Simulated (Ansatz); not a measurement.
# AlN: the cost of one run

Program: Ansatz 0.2.0. Level of theory: DFT PBE, scalar-relativistic, plane waves, PAW. These are calculated values, not measurements.

### 1 The structure to begin with

Symmetry: F-43m, No. 216, cubic system. The conventional cell has a = 4.368 Å, b = 4.368 Å, c = 4.368 Å, α = 90.00°, β = 90.00°, γ = 90.00°. Around Al (site symmetry -43m) lie 4 N at 1.89 Å. N (site symmetry -43m) has 4 Al at 1.89 Å as nearest neighbours.

As a file:

```xyz
2
Lattice="0.0000 2.1840 2.1840 2.1840 0.0000 2.1840 2.1840 2.1840 0.0000" Properties=species:S:1:pos:R:3 pbc="T T T"
Al    0.0000    0.0000    0.0000
N     3.2760    3.2760    3.2760
```

It goes back to an entry of the Materials Project, which need not be the stable form.

No relaxation comes first: the listed cell is the starting point.

### 2 Zero of the scan

input.yaml

```yaml
crystal:
  lattice:
    - [0.0, 2.1839935596, 2.1839935596]
    - [2.1839935596, 0.0, 2.1839935596]
    - [2.1839935596, 2.1839935596, 0.0]
  atoms:
    - { symbol: Al, position: [0.0, 0.0, 0.0] }
    - { symbol: "N", position: [0.75, 0.75, 0.75] }
basis:
  ecutwfc: 520.0
kpoints:
  mp_grid: { grid: [10, 10, 10] }
hamiltonian:
  xc: pbe
scf:
  occupations: { method: gaussian, width: 0.05 }
output:
  forces: true
  stress: true
  eigenvalues: true
  write_density: true
  write_potential: true
  elf: true
  volumetric_format: npy
```

Launch:

```sh
$ ansatz run input.yaml --threads 1 --pin off --max-ram 2560MiB --backend cpu --events-out ev --progress --plain --runs-dir out
```

What time and memory should one allow on 1 thread of Intel Xeon Platinum 8259CL at 2.50GHz (Skylake/Cascade Lake), shared host?

About 1.6 s, with a peak of 0.34 GiB.
